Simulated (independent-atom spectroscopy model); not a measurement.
# Yb3NdS6: spectra and optical constants from atomic data

What would one expect for Yb3NdS6? Wanted: its X-ray refractive index, its electron mean free paths, its photoelectron survey and its thin-foil X-ray spectrum.

The numbers are computed with independent-atom spectroscopy model (version 2): independent atoms, textbook formulas over atomic cross sections; no chemical shifts or fine structure; level and line energies, yields and scattering factors come from tables.

## Step 1: What is given

- formula: Yb3NdS6
- density: 5.569 g/cm³ (from a DFT-relaxed cell)
- molar mass: 855.76 g/mol
- atoms per volume: 39.2 per nm³

```csv
element,atoms (%),mass (%)
Yb,30.0,60.7
Nd,10.0,16.9
S,60.0,22.5
```

## Step 2: Optical constants in the X-ray range

Model: refractive index n = 1 - delta + i beta from Henke atomic scattering factors, independent atoms (rough under about 100 eV); 1/e length of the intensity, critical angle sqrt(2 delta) where beta is under 0.3 delta.

Input values:

```json
{
  "elements": ["Yb", "Nd", "S"],
  "counts": [3, 1, 6],
  "density": 5.569,
  "photon_energy": [524.9, 1253.6, 1900.0, 2984.3, 5200.0, 9251.7, 11200.0, 21400.0, 22162.9]
}
```

Units: density in g/cm³, photon_energy in eV.

## Step 3: Electron mean free paths

Model: electron mean free paths: inelastic by TPP-2M with the stated gap parameter, elastic and transport from Dirac partial-wave cross sections of free atoms, attenuation length as the inelastic path times 1 - 0.738 albedo.

Input values:

```json
{
  "elements": ["Yb", "Nd", "S"],
  "counts": [3, 1, 6],
  "density": 5.569,
  "electron_energy": [100.0, 200.0, 500.0, 862.0, 1000.0, 1200.0, 4710.0, 10000.0],
  "valence_electrons": 69,
  "tpp_gap_parameter": 0.0
}
```

Units: density in g/cm³, electron_energy in eV, tpp_gap_parameter in eV.

## Step 4: Core-level photoelectron peaks

Model: photoelectron survey: area = atoms x Dirac-Hartree-Slater cross section x dipole angular factor (unpolarised) x TPP-2M path with the stated gap; tabulated elemental binding energies, no chemical shifts, flat transmission; full shells over 14 eV, above 150 eV kinetic energy and 1 percent.

Input values:

```json
{
  "elements": ["Yb", "Nd", "S"],
  "counts": [3, 1, 6],
  "density": 5.569,
  "photon_energy": 1486.7,
  "source_analyser_angle": 60,
  "valence_electrons": 69,
  "tpp_gap_parameter": 0.0
}
```

Units: density in g/cm³, photon_energy in eV, source_analyser_angle in degrees, tpp_gap_parameter in eV.

## Step 5: Thin-foil X-ray spectrum

Model: thin-foil X-ray emission: photons = atoms x relativistic binary-encounter-Bethe cross section (averaged denominator) with Coster-Kronig feeding x tabulated yield and branching; no absorption or detector response; main K, L (from Ca) and M (from Gd) lines over 0.5 percent, close pairs merged.

Input values:

```json
{
  "elements": ["Yb", "Nd", "S"],
  "counts": [3, 1, 6],
  "density": 5.569,
  "beam_energy": 80.0,
  "range_end": 20
}
```

Units: density in g/cm³, beam_energy in keV, range_end in keV.

What does the calculation give? Wanted: free-electron plasmon energy; strongest photoelectron peak; strongest thin-foil line.

As calculated:

| quantity | value |
| --- | --- |
| δ, β at 22163 eV | 2.01e-06, 7.78e-08 |
| 1/e length at 22163 eV | 57.2 μm |
| critical angle there | 0.115° |
| inelastic path at 1000 eV | 2.00 nm |
| attenuation length there | 1.68 nm |
| free-electron plasmon energy | 19.3 eV |
| strongest photoelectron peak | Yb 4d5/2, 182.4 eV |
| strongest thin-foil line | S Kα1+2, 2.307 keV |

What this shows: From 524.9 to 22163 eV the 1/e length grows by a factor of 310. At 1000 eV, 95 % of a signal at normal exit comes from the top 5.0 nm (three attenuation lengths). Above that the inelastic path grows about as energy to the power 0.81. With the gap parameter at zero the paths are too short if the compound is an insulator. In the survey the strongest is Yb 4d5/2 at 182.4 eV; Yb gives 52 % of the summed signal with 30 % of the atoms. The strongest feature of the thin-foil spectrum is S Kα1+2 at 2.307 keV. With 30 % of the atoms, Yb carries 60 % of the listed signal. Yb Mα1+2 follows closely at 91 %. These are estimates from free-atom data; close to edges a real sample differs.
